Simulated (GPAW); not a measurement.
Here is a GPAW 26.7.0 calculation.

run.py

```python
from ase import Atoms
from ase.dft.bandgap import bandgap
from ase.io import write
from ase.units import GPa
from gpaw import GPAW, PW, setup_paths

setup_paths.insert(0, '.')

atoms = Atoms(['V', 'V', 'V', 'Si', 'Si', 'Si', 'Si', 'Si', 'Si'],
              cell=[[4.5726, 0.0, 0.0],
                    [-2.2863, 3.9599877613, 0.0],
                    [0.0, 0.0, 6.3744]],
              scaled_positions=[[0.0, 0.5, 0.3333333333],
                                [0.5, 0.5, 0.6666666667],
                                [0.5, 0.0, 0.0],
                                [0.3252, 0.1626, 0.3333333333],
                                [0.1626, 0.8374, 0.6666666667],
                                [0.8374, 0.6748, 0.0],
                                [0.6748, 0.8374, 0.3333333333],
                                [0.8374, 0.1626, 0.6666666667],
                                [0.1626, 0.3252, 0.0]],
              pbc=True)
atoms.set_initial_magnetic_moments([2.0, 2.0, 2.0, 0.0, 0.0, 0.0, 0.0, 0.0, 0.0])

calc = GPAW(mode=PW(600),
            xc='PBEsol',
            kpts={'size': (7, 7, 4), 'gamma': True},
            occupations={'name': 'fermi-dirac', 'width': 0.05},
            nbands=57,
            convergence={'density': 1e-05, 'energy': 1e-05},
            maxiter=150,
            txt='gpaw.txt')
atoms.calc = calc
energy = atoms.get_potential_energy()
forces = atoms.get_forces()
stress = atoms.get_stress()
calc.write('gs.gpw')
write('result.traj', atoms)
print(f'Energy: {energy:.6f} eV')
print('Forces (eV/A):')
print(forces.round(4))
print('Stress (GPa):', (stress / GPa).round(3))
print('Moments:', calc.get_magnetic_moments().round(3))
print('Fermi level:', round(calc.get_fermi_level(), 4), 'eV')
print(f'Gap: {bandgap(calc)[0]:.4f} eV, direct: {bandgap(calc, direct=True)[0]:.4f} eV')
```

Potentials or basis: PAW data sets generated in the run's folder for this functional, pw.

The run is started by

```console
$ gpaw-setup -f PBEsol Si V
$ OMP_NUM_THREADS=1 python run.py
```

Question: What does it give for the band gap on the k mesh?

Answer: None (metal or under the smearing width).

Question: Estimate the pressure.

Answer: -3.9 GPa.

Forces in eV/Å, atoms in the order of the input:
```
V    0.000  0.000  0.000
V    0.000  0.000  0.000
V    0.000  0.000  0.000
Si   0.055  0.032  0.000
Si   0.055 -0.032  0.000
Si   0.000 -0.063  0.000
Si  -0.055 -0.032  0.000
Si  -0.055  0.032  0.000
Si   0.000  0.063  0.000
```
